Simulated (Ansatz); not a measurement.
# Si₃N₂H₉ radical + NH₃: a complex and its separated parts

The complex below is one end of an elementary step. How strongly is it bound against its free parts?

Computed with Ansatz 0.2.0, Gaussian basis. Level: PBE0-D4/def2-TZVP structures, single points in def2-TZVPP, no counterpoise correction.

Levels: SPW92, PBE-D4, BLYP-D4, r2SCAN-D4, B97M-V, PBE0-D4, B3LYP-D4, r2SCAN0-D4, BHLYP-D4, CAM-B3LYP-D4, wB97X-V, wB97M-V, B2PLYP, PBE-QIDH, RPA on PBE, Hartree-Fock, MP2, CCSD, CCSD(T).

Cores are frozen in the correlated methods. Orbitals are unrestricted. B3LYP uses VWN-RPA correlation. B2PLYP carries no dispersion term here.

80 further runs of the same task are left out: 2 that didn't finish, 78 set aside as unsound or not needed.

## 1. The starting structure

The complex: 18 atoms, charge 0, spin multiplicity 2.

Atoms are counted from 1 here; the program's logs count them from 0.

Bond lengths: Si1–N2 1.728 Å, Si1–N4 1.737 Å, Si1–H6 1.496 Å, N2–Si3 1.725 Å, N2–H9 1.011 Å, Si3–H10 1.483 Å, Si3–H11 1.491 Å, Si3–H12 1.490 Å, N4–Si5 1.727 Å, N4–H13 1.008 Å, Si5–H14 1.488 Å, Si5–H15 1.487 Å, Si5–H16 1.491 Å, H7–N8 1.013 Å, N8–H17 1.013 Å, N8–H18 1.013 Å. Angles: N2–Si1–N4 103.7°, N2–Si1–H6 107.1°, N4–Si1–H6 112.4°, Si1–N2–Si3 128.5°, Si1–N2–H9 114.8°, Si3–N2–H9 115.6°, N2–Si3–H10 109.7°, N2–Si3–H11 114.6°, N2–Si3–H12 107.9°, H10–Si3–H11 108.8°, H10–Si3–H12 109.3°, H11–Si3–H12 106.4°, Si1–N4–Si5 126.7°, Si1–N4–H13 117.0°, Si5–N4–H13 116.3°, N4–Si5–H14 107.9°, N4–Si5–H15 112.1°, N4–Si5–H16 112.3° and more.

Coordinates:

```xyz
18
charge 0, multiplicity 2
Si    0.2230    0.0630    1.0201
N     0.0370    0.3510   -0.6733
Si    0.2401   -0.7576   -1.9796
N    -0.8507    1.2147    1.7544
Si   -2.2605    1.9115    1.0399
H    -0.1985   -1.3502    1.2738
H     2.4291   -2.5967   -0.4119
N     2.4424   -1.7177    0.0919
H    -0.0207    1.3266   -0.9338
H    -0.1710   -2.1160   -1.5497
H     1.6257   -0.8252   -2.5258
H    -0.6331   -0.3100   -3.1011
H    -0.6509    1.4869    2.7043
H    -2.9327    2.7451    2.0732
H    -3.2096    0.8773    0.5491
H    -1.9315    2.7913   -0.1181
H     2.6514   -1.9248    1.0609
H     3.2107   -1.1690   -0.2743
```

Its parts: Si₃N₂H₉ radical holds atoms 1, 2, 3, 4, 5, 6, 9, 10, 11, 12, 13, 14, 15, 16; NH₃ holds atoms 7, 8, 17, 18. Each part counts its atoms afresh in its own runs.

## 2. Relaxing Si₃N₂H₉ radical alone

relax-a/in.yaml reads:

```yaml
crystal:
  periodic: [false, false, false]
  atoms:
    - {symbol: Si, position_ang: [0.223030, 0.062966, 1.020145]}
    - {symbol: N, position_ang: [0.036969, 0.351025, -0.673306]}
    - {symbol: Si, position_ang: [0.240053, -0.757648, -1.979590]}
    - {symbol: N, position_ang: [-0.850657, 1.214731, 1.754385]}
    - {symbol: Si, position_ang: [-2.260500, 1.911476, 1.039947]}
    - {symbol: H, position_ang: [-0.198500, -1.350248, 1.273802]}
    - {symbol: H, position_ang: [-0.020736, 1.326615, -0.933844]}
    - {symbol: H, position_ang: [-0.171022, -2.116049, -1.549718]}
    - {symbol: H, position_ang: [1.625741, -0.825183, -2.525810]}
    - {symbol: H, position_ang: [-0.633090, -0.309990, -3.101106]}
    - {symbol: H, position_ang: [-0.650854, 1.486888, 2.704336]}
    - {symbol: H, position_ang: [-2.932733, 2.745106, 2.073249]}
    - {symbol: H, position_ang: [-3.209611, 0.877339, 0.549106]}
    - {symbol: H, position_ang: [-1.931488, 2.791295, -0.118093]}
basis:
  gaussian: {orbitals: def2-TZVP}
magnetization: {spin_polarized: true, initial_magnetization: 1}
hamiltonian: {xc: pbe0, dispersion: d4}
relax: {f_tol: 0.005, max_steps: 200}
```

Launch:

```bash
$ ansatz run in.yaml --threads 4 --pin off --events-out ev --progress --plain --max-ram 46080MiB --backend cuda --devices 0, --max-vram 37GiB
```

Output, shortened:

```text
Functional definition: PBE0
  name "PBE0"
  cite "Adamo & Barone, J. Chem. Phys. 110, 6158 (1999) doi:10.1063/1.478522"
  cite "Perdew, Burke & Ernzerhof, Phys. Rev. Lett. 77, 3865 (1996) doi:10.1103/PhysRevLett.77.3865"
  parent pbe
[...]
1510 factors; their error is unknown
[...]
mean field -26749.07094457 eV, -983.0102260415 hartree, gradient 3.3e-5 eV, S^2 0.752471; 0 other end points of the search recorded, 0 dependent functions left out
[...]
reference -26749.07098628 eV, -983.0102275744 hartree; 33, 32 occupied and 194, 195 virtual orbitals, 1510 factors
[...]
Atom 6 at     0.369628     1.393807    -0.943715 Å, force     0.000038    -0.000690    -0.001995 eV/Å
Atom 7 at    -0.377769    -2.000002    -1.320855 Å, force    -0.000111    -0.000095     0.000081 eV/Å
Atom 8 at     1.384202    -0.962506    -2.613912 Å, force    -0.000093     0.000275    -0.000075 eV/Å
Atom 9 at    -0.885703    -0.252811    -2.939811 Å, force     0.000043     0.000129     0.000042 eV/Å
Atom 10 at    -0.807860     1.392126     2.756033 Å, force     0.001034    -0.000452     0.000628 eV/Å
Atom 11 at    -3.111209     2.517254     1.962270 Å, force    -0.000160     0.000002     0.000451 eV/Å
Atom 12 at    -3.038828     0.821835     0.224524 Å, force    -0.000129    -0.000662    -0.000379 eV/Å
Atom 13 at    -1.839160     2.882426    -0.053351 Å, force     0.000276     0.000046    -0.000169 eV/Å
Dipole moment:     0.043797     0.188912     0.094461 e Å
```

It took 24 s on 1 × a share of an NVIDIA H100 with 4 threads of AMD EPYC 7R13, shared host.

Along the way:

| step | energy from step 1 (eV) | largest force component (eV/Å) |
| --- | --- | --- |
| 1 | 0.0000 | 0.4367 |
| 2 | -0.0199 | 0.2119 |
| 3 | -0.0266 | 0.1862 |
| 4 | -0.0292 | 0.1247 |
| 5 | -0.0323 | 0.0571 |
| 6 | -0.0341 | 0.0587 |
| 7 | -0.0352 | 0.0541 |
| 8 | -0.0361 | 0.0502 |
| 9 | -0.0366 | 0.0352 |
| 10 | -0.0368 | 0.0186 |
| 11 | -0.0368 | 0.0087 |
| 12 | -0.0368 | 0.0113 |
| 13 | -0.0368 | 0.0035 |

Close pairs (by a distance rule), those that changed most:

| bond | before (Å) | after (Å) | change (Å) |
| --- | --- | --- | --- |
| Si1–N4 | 1.737 | 1.726 | -0.012 |
| N2–Si3 | 1.725 | 1.732 | +0.006 |
| N4–Si5 | 1.727 | 1.733 | +0.005 |
| Si3–H10 | 1.490 | 1.488 | -0.002 |
| Si3–H9 | 1.491 | 1.489 | -0.002 |
| Si5–H14 | 1.491 | 1.489 | -0.002 |
| Si5–H13 | 1.487 | 1.486 | -0.001 |
| Si1–H6 | 1.496 | 1.498 | +0.001 |

## 3. Relaxing NH₃ alone

relax-b/in.yaml reads:

```yaml
crystal:
  periodic: [false, false, false]
  atoms:
    - {symbol: H, position_ang: [2.429113, -2.596671, -0.411894]}
    - {symbol: N, position_ang: [2.442392, -1.717725, 0.091905]}
    - {symbol: H, position_ang: [2.651428, -1.924796, 1.060886]}
    - {symbol: H, position_ang: [3.210664, -1.169030, -0.274300]}
basis:
  gaussian: {orbitals: def2-TZVP}
hamiltonian: {xc: pbe0, dispersion: d4}
relax: {f_tol: 0.005, max_steps: 200}
```

Launch:

```bash
$ ansatz run in.yaml --threads 4 --pin off --events-out ev --progress --plain --max-ram 46080MiB --backend cpu
```

Output, shortened:

```text
[... 5 set-up lines as earlier in the session ...]
[...]
287 factors; their error is unknown
[...]
mean field -1537.79903123 eV, -56.5130720402 hartree, gradient 1.5e-5 eV, S^2 0.000000; 0 other end points of the search recorded, 0 dependent functions left out
[...]
Total energy: -1537.80844354 eV, -56.5134179359 hartree
Atom 0 at     2.431504    -2.595241    -0.409793 Å, force    -0.000069    -0.000420    -0.000079 eV/Å
Atom 1 at     2.438235    -1.715408     0.091335 Å, force     0.000510     0.000680    -0.000069 eV/Å
Atom 2 at     2.653020    -1.925800     1.058242 Å, force     0.000055     0.000040    -0.000276 eV/Å
Atom 3 at     3.210838    -1.171773    -0.273187 Å, force    -0.000496    -0.000300     0.000424 eV/Å
Dipole moment:     0.306758    -0.170985     0.031679 e Å
```

Run time: 0.75 s. Hardware: 4 threads of AMD EPYC 7R13, shared host.

Step by step:

| step | energy from step 1 (eV) | largest force component (eV/Å) |
| --- | --- | --- |
| 1 | 0.0000 | 0.0381 |
| 2 | -0.0002 | 0.0331 |
| 3 | -0.0002 | 0.0412 |
| 4 | -0.0003 | 0.0007 |

Close pairs (by a distance rule), those that changed most:

| bond | before (Å) | after (Å) | change (Å) |
| --- | --- | --- | --- |
| H1–N2 | 1.013 | 1.013 | -0.001 |
| N2–H3 | 1.013 | 1.013 | -0.000 |
| N2–H4 | 1.013 | 1.013 | -0.000 |

## 4. SPW92/def2-TZVPP

parta/in.yaml reads:

```yaml
crystal:
  periodic: [false, false, false]
  atoms:
    - {symbol: Si, position_ang: [0.319949, 0.178602, 1.058791]}
    - {symbol: N, position_ang: [0.215670, 0.439128, -0.645156]}
    - {symbol: Si, position_ang: [0.088231, -0.726431, -1.919671]}
    - {symbol: N, position_ang: [-0.903220, 1.159939, 1.779057]}
    - {symbol: Si, position_ang: [-2.252122, 1.856544, 0.944067]}
    - {symbol: H, position_ang: [0.104792, -1.291589, 1.245232]}
    - {symbol: H, position_ang: [0.369628, 1.393807, -0.943715]}
    - {symbol: H, position_ang: [-0.377769, -2.000002, -1.320855]}
    - {symbol: H, position_ang: [1.384202, -0.962506, -2.613912]}
    - {symbol: H, position_ang: [-0.885703, -0.252811, -2.939811]}
    - {symbol: H, position_ang: [-0.807860, 1.392126, 2.756033]}
    - {symbol: H, position_ang: [-3.111209, 2.517254, 1.962270]}
    - {symbol: H, position_ang: [-3.038828, 0.821835, 0.224524]}
    - {symbol: H, position_ang: [-1.839160, 2.882426, -0.053351]}
basis:
  gaussian: {orbitals: def2-TZVPP}
magnetization: {spin_polarized: true, initial_magnetization: 1}
hamiltonian: {xc: lda}
```

partb/in.yaml reads:

```yaml
crystal:
  periodic: [false, false, false]
  atoms:
    - {symbol: H, position_ang: [2.431504, -2.595241, -0.409793]}
    - {symbol: N, position_ang: [2.438235, -1.715408, 0.091335]}
    - {symbol: H, position_ang: [2.653020, -1.925800, 1.058242]}
    - {symbol: H, position_ang: [3.210838, -1.171773, -0.273187]}
basis:
  gaussian: {orbitals: def2-TZVPP}
hamiltonian: {xc: lda}
```

One command serves all of them, each in its own folder.

Launch:

```bash
$ ansatz run in.yaml --threads 4 --pin off --events-out ev --progress --plain --max-ram 46080MiB --backend cpu
```

parta printed, shortened:

```text
Functional definition: SPW92
  name "SPW92"
  cite "Dirac, Proc. Camb. Phil. Soc. 26, 376 (1930) doi:10.1017/S0305004100016108"
  cite "Slater, Phys. Rev. 81, 385 (1951) doi:10.1103/PhysRev.81.385"
  cite "Perdew & Wang, Phys. Rev. B 45, 13244 (1992) doi:10.1103/PhysRevB.45.13244"
[...]
1705 factors; their error is unknown
[...]
mean field -26641.92964389 eV, -979.0728558646 hartree, gradient 2.4e-5 eV, S^2 0.751076; 0 other end points of the search recorded, 0 dependent functions left out
reference -26641.92969323 eV, -979.0728576777 hartree; 33, 32 occupied and 281, 282 virtual orbitals, 1705 factors
Total energy: -26641.92969323 eV, -979.0728576777 hartree
```

Log of partb, shortened:

```text
[... 5 set-up lines as earlier in the session ...]
[...]
332 factors; their error is unknown
[...]
mean field -1526.58938920 eV, -56.1011252936 hartree, gradient 8.6e-5 eV, S^2 0.000000; 0 other end points of the search recorded, 0 dependent functions left out
reference -1526.58940860 eV, -56.1011260066 hartree; 5, 5 occupied and 68, 68 virtual orbitals, 332 factors
Total energy: -1526.58940860 eV, -56.1011260066 hartree
```

Times: 2.7 s (parta), 0.15 s (partb) on 4 threads of AMD EPYC 7R13, shared host.

## 5. PBE-D4/def2-TZVPP

Each input of step 4 (parta, partb) changes in the same lines:

```diff
-hamiltonian: {xc: lda}
+hamiltonian: {xc: pbe, dispersion: d4}
```

Each run has its own folder and the same command.

Launch:

```bash
$ ansatz run in.yaml --threads 4 --pin off --events-out ev --progress --plain --max-ram 46080MiB --backend cpu
```

Log of parta, shortened:

```text
Functional definition: PBE
  name "PBE"
[... 2 set-up lines as earlier in the session ...]
[...]
1705 factors; their error is unknown
[...]
mean field -26746.42077997 eV, -982.9128342889 hartree, gradient 5.3e-5 eV, S^2 0.751888; 0 other end points of the search recorded, 0 dependent functions left out
reference -26746.42083335 eV, -982.9128362503 hartree; 33, 32 occupied and 281, 282 virtual orbitals, 1705 factors
Total energy: -26746.81918019 eV, -982.9274752267 hartree
```

Output in partb, shortened:

```text
[... 4 set-up lines as earlier in the session ...]
[...]
332 factors; their error is unknown
[...]
mean field -1537.73153110 eV, -56.5105914562 hartree, gradient 5.7e-5 eV, S^2 0.000000; 0 other end points of the search recorded, 0 dependent functions left out
reference -1537.73155145 eV, -56.5105922040 hartree; 5, 5 occupied and 68, 68 virtual orbitals, 332 factors
Total energy: -1537.74292941 eV, -56.5110103363 hartree
```

Times: 4.3 s (parta), 0.2 s (partb) on 4 threads of AMD EPYC 7R13, shared host.

## 6. BLYP-D4/def2-TZVPP

Each input of step 5 (parta, partb) changes in the same lines:

```diff
-hamiltonian: {xc: pbe, dispersion: d4}
+hamiltonian: {xc: {name: BLYP}, dispersion: d4}
```

The same command starts each run, in its folder.

Launch:

```bash
$ ansatz run in.yaml --threads 4 --pin off --events-out ev --progress --plain --max-ram 46080MiB --backend cpu
```

Output in parta, shortened:

```text
Functional definition: BLYP
  name "BLYP"
  cite "Becke, Phys. Rev. A 38, 3098 (1988) doi:10.1103/PhysRevA.38.3098"
  cite "Lee, Yang & Parr, Phys. Rev. B 37, 785 (1988) doi:10.1103/PhysRevB.37.785"
[...]
1705 factors; their error is unknown
[...]
mean field -26761.19186072 eV, -983.4556614943 hartree, gradient 3.1e-5 eV, S^2 0.751587; 0 other end points of the search recorded, 0 dependent functions left out
reference -26761.19229586 eV, -983.4556774851 hartree; 33, 32 occupied and 281, 282 virtual orbitals, 1705 factors
Total energy: -26762.04956981 eV, -983.4871817219 hartree
```

Log of partb, shortened:

```text
[... 4 set-up lines as earlier in the session ...]
[...]
332 factors; their error is unknown
[...]
mean field -1539.10792022 eV, -56.5611728232 hartree, gradient 5.2e-5 eV, S^2 0.000000; 0 other end points of the search recorded, 0 dependent functions left out
reference -1539.10810580 eV, -56.5611796430 hartree; 5, 5 occupied and 68, 68 virtual orbitals, 332 factors
Total energy: -1539.13555517 eV, -56.5621883888 hartree
```

Wall times: 4.6 s (parta), 0.2 s (partb) on 4 threads of AMD EPYC 7R13, shared host.

## 7. r2SCAN-D4/def2-TZVPP

The same edit goes into each in.yaml of step 6 (parta, partb):

```diff
-hamiltonian: {xc: {name: BLYP}, dispersion: d4}
+hamiltonian: {xc: r2scan, dispersion: d4}
```

The same command starts each run, in its folder.

Launch:

```bash
$ ansatz run in.yaml --threads 4 --pin off --events-out ev --progress --plain --max-ram 46080MiB --backend cpu
```

Output in parta, shortened:

```text
Functional definition: r2SCAN
  name "r2SCAN"
  cite "Furness, Kaplan, Ning, Perdew & Sun, J. Phys. Chem. Lett. 11, 8208 (2020) doi:10.1021/acs.jpclett.0c02405"
  cite "Furness, Kaplan, Ning, Perdew & Sun, J. Phys. Chem. Lett. 11, 9248 (2020) doi:10.1021/acs.jpclett.0c03077"
  parent r2scan
[...]
1705 factors; their error is unknown
[...]
mean field -26759.03179171 eV, -983.3762804221 hartree, gradient 3.4e-5 eV, S^2 0.753305; 0 other end points of the search recorded, 0 dependent functions left out
reference -26759.03181178 eV, -983.3762811598 hartree; 33, 32 occupied and 281, 282 virtual orbitals, 1705 factors
Total energy: -26759.13218228 eV, -983.3799697076 hartree
```

partb printed, shortened:

```text
[... 5 set-up lines as earlier in the session ...]
[...]
332 factors; their error is unknown
[...]
mean field -1538.76470313 eV, -56.5485598278 hartree, gradient 2.9e-5 eV, S^2 0.000000; 0 other end points of the search recorded, 0 dependent functions left out
reference -1538.76470959 eV, -56.5485600651 hartree; 5, 5 occupied and 68, 68 virtual orbitals, 332 factors
Total energy: -1538.76742254 eV, -56.5486597644 hartree
```

Times: 11 s (parta), 0.35 s (partb) on 4 threads of AMD EPYC 7R13, shared host.

## 8. B97M-V/def2-TZVPP

The same edit goes into each in.yaml of step 7 (parta, partb):

```diff
-hamiltonian: {xc: r2scan, dispersion: d4}
+hamiltonian: {xc: {name: B97M-V}}
```

One command serves all of them, each in its own folder.

Launch:

```bash
$ ansatz run in.yaml --threads 4 --pin off --events-out ev --progress --plain --max-ram 46080MiB --backend cpu
```

parta printed, shortened:

```text
Functional definition: B97M-V
  name "B97M-V"
  cite "Mardirossian & Head-Gordon, J. Chem. Phys. 142, 074111 (2015) doi:10.1063/1.4907719"
  cite "Becke, J. Chem. Phys. 107, 8554 (1997) doi:10.1063/1.475007"
  cite "Vydrov & Van Voorhis, J. Chem. Phys. 133, 244103 (2010) doi:10.1063/1.3521275"
  # Of w^i u^j: cxij and so on, Table III.
[...]
  gx(w, u) = cx00 + cx01*u + cx02*u^2 + (cx10 + cx11*u)*w
[...]
  gos(w, u) = cos00 + cos01*u + cos03*u^3 + cos10*w + cos32*w^3*u^2
[...]
      + integral(e_c_pw_mod_opposite_spin*gos(b97_w_opposite, b97_u_opposite)) + vv10(b, c)
1705 factors; their error is unknown
[...]
mean field -26756.30378031 eV, -983.2760278524 hartree, gradient 4.7e-5 eV, S^2 0.752139; 0 other end points of the search recorded, 0 dependent functions left out
reference -26756.30386279 eV, -983.2760308834 hartree; 33, 32 occupied and 281, 282 virtual orbitals, 1705 factors
Total energy: -26756.30386279 eV, -983.2760308834 hartree
```

Output in partb, shortened:

```text
[... 5 set-up lines as earlier in the session ...]
  # Of w^i u^j: cxij and so on, Table III.
[...]
  gx(w, u) = cx00 + cx01*u + cx02*u^2 + (cx10 + cx11*u)*w
[...]
  gos(w, u) = cos00 + cos01*u + cos03*u^3 + cos10*w + cos32*w^3*u^2
[...]
      + integral(e_c_pw_mod_opposite_spin*gos(b97_w_opposite, b97_u_opposite)) + vv10(b, c)
332 factors; their error is unknown
[...]
mean field -1539.38743702 eV, -56.5714448762 hartree, gradient 4.5e-5 eV, S^2 0.000000; 0 other end points of the search recorded, 0 dependent functions left out
reference -1539.38746984 eV, -56.5714460824 hartree; 5, 5 occupied and 68, 68 virtual orbitals, 332 factors
Total energy: -1539.38746984 eV, -56.5714460824 hartree
```

Wall times: 16 s (parta), 0.4 s (partb) on 4 threads of AMD EPYC 7R13, shared host.

(Part 1 of 3 ends here.)
